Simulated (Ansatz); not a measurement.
# BrClFGeH3O: the cost of one run

All numbers below are computed with Ansatz 0.2.0 (RKS PBE-D4/def2-SVP).

### 1 The starting structure

Bond lengths: Ge1–O2 2.120 Å, O2–H3 1.010 Å, Ge1–H4 1.550 Å, Ge1–Cl5 2.218 Å, Ge1–F6 1.679 Å, Ge1–Br7 2.700 Å, Cl5–Br7 2.657 Å, Br7–H8 1.745 Å. Angles (14 of 15 angles, heavy atoms first): O2–Ge1–Cl5 109.5°, O2–Ge1–F6 109.5°, O2–Ge1–Br7 71.6°, Cl5–Ge1–F6 109.5°, Cl5–Ge1–Br7 64.5°, F6–Ge1–Br7 173.5°, Ge1–Cl5–Br7 66.6°, Ge1–Br7–Cl5 48.9°, Ge1–O2–H3 109.5°, O2–Ge1–H4 109.5°, H4–Ge1–Cl5 109.5°, H4–Ge1–F6 109.5°, H4–Ge1–Br7 75.6°, Ge1–Br7–H8 59.6°.

Coordinates:

```xyz
8

Ge    0.0000    0.0000    0.0000
O     0.0000    0.0000    2.1200
H    -0.9095   -0.2814    2.4571
H     1.4616    0.0000   -0.5162
Cl   -1.0456    1.8115   -0.7393
F    -0.7913   -1.3709   -0.5594
Br    1.0122    2.3539    0.8514
H     0.4935    1.1476    2.0012
```

### 2 Pulling towards end A

Springs on the bonds that form and break draw the guess towards this end; the thresholds are loose.

File input.yaml:

```yaml
crystal:
  periodic: [false, false, false]
  atoms:
    - { symbol: Ge, position_ang: [0.0, 0.0, 0.0] }
    - { symbol: O, position_ang: [0.0, 0.0, 2.12] }
    - { symbol: H, position_ang: [-0.9095, -0.2814, 2.4571] }
    - { symbol: H, position_ang: [1.4616, 0.0, -0.5162] }
    - { symbol: Cl, position_ang: [-1.0456, 1.8115, -0.7393] }
    - { symbol: F, position_ang: [-0.7913, -1.3709, -0.5594] }
    - { symbol: Br, position_ang: [1.0122, 2.3539, 0.8514] }
    - { symbol: H, position_ang: [0.4935, 1.1476, 2.0012] }
basis:
  gaussian: { orbitals: def2-SVP }
hamiltonian:
  xc: pbe
  dispersion: d4
relax:
  f_tol: 0.15
  max_steps: 25
  restrain:
    - { distance: [0, 6], at: 3.6, k: 30.0 }
    - { distance: [7, 1], at: 2.21, k: 30.0 }
    - { distance: [0, 1], at: 1.77, k: 30.0 }
    - { distance: [7, 6], at: 1.55, k: 30.0 }
```

Launch:

```
ansatz run input.yaml --threads 4 --pin off --max-ram 5120MiB --backend cpu --events-out ev --progress --plain --runs-dir out
```

Q: Estimate wall time and peak memory on 4 threads of Intel Xeon Platinum 8259CL at 2.50GHz (Skylake/Cascade Lake), shared host.

About 21 s, with a peak of 0.22 GiB.
